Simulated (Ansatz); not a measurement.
# CHIN: the cost of one run

Program: Ansatz 0.2.0. Level of theory: the levels named in each step. These are calculated values, not measurements.

### 1 The system as given

Bond lengths: C1–N2 1.137 Å, C1–H4 1.060 Å. Angles: N2–C1–H4 179.8°.

Structure file:

```xyz
4

C    -1.1911    1.8098   -2.3570
N    -1.5862    2.8040   -2.7422
I     0.2943   -0.4878    0.5416
H    -0.8224    0.8845   -1.9952
```

### 2 A rough first relaxation, PBE-D4/def2-SVP

Input file input.yaml:

```yaml
crystal:
  periodic: [false, false, false]
  atoms:
    - { symbol: C, position_ang: [-1.19111, 1.80984, -2.35697] }
    - { symbol: "N", position_ang: [-1.58622, 2.80397, -2.74221] }
    - { symbol: I, position_ang: [0.29434, -0.4878, 0.54158] }
    - { symbol: H, position_ang: [-0.82244, 0.8845, -1.99523] }
magnetization:
  spin_polarized: true
  initial_magnetization: 1
basis:
  gaussian: { orbitals: def2-SVP }
hamiltonian:
  xc: pbe
  dispersion: d4
relax:
  f_tol: 0.03
  max_steps: 200
```

Started as:

```sh
$ ansatz run input.yaml --threads 2 --pin off --max-ram 5120MiB --backend cpu --events-out ev --progress --plain --runs-dir out
```

What time and memory should one allow on 2 threads of Intel Xeon at 2.50GHz (Skylake/Cascade Lake), shared host?

About 2.2 min, with a peak of 0.16 GiB.
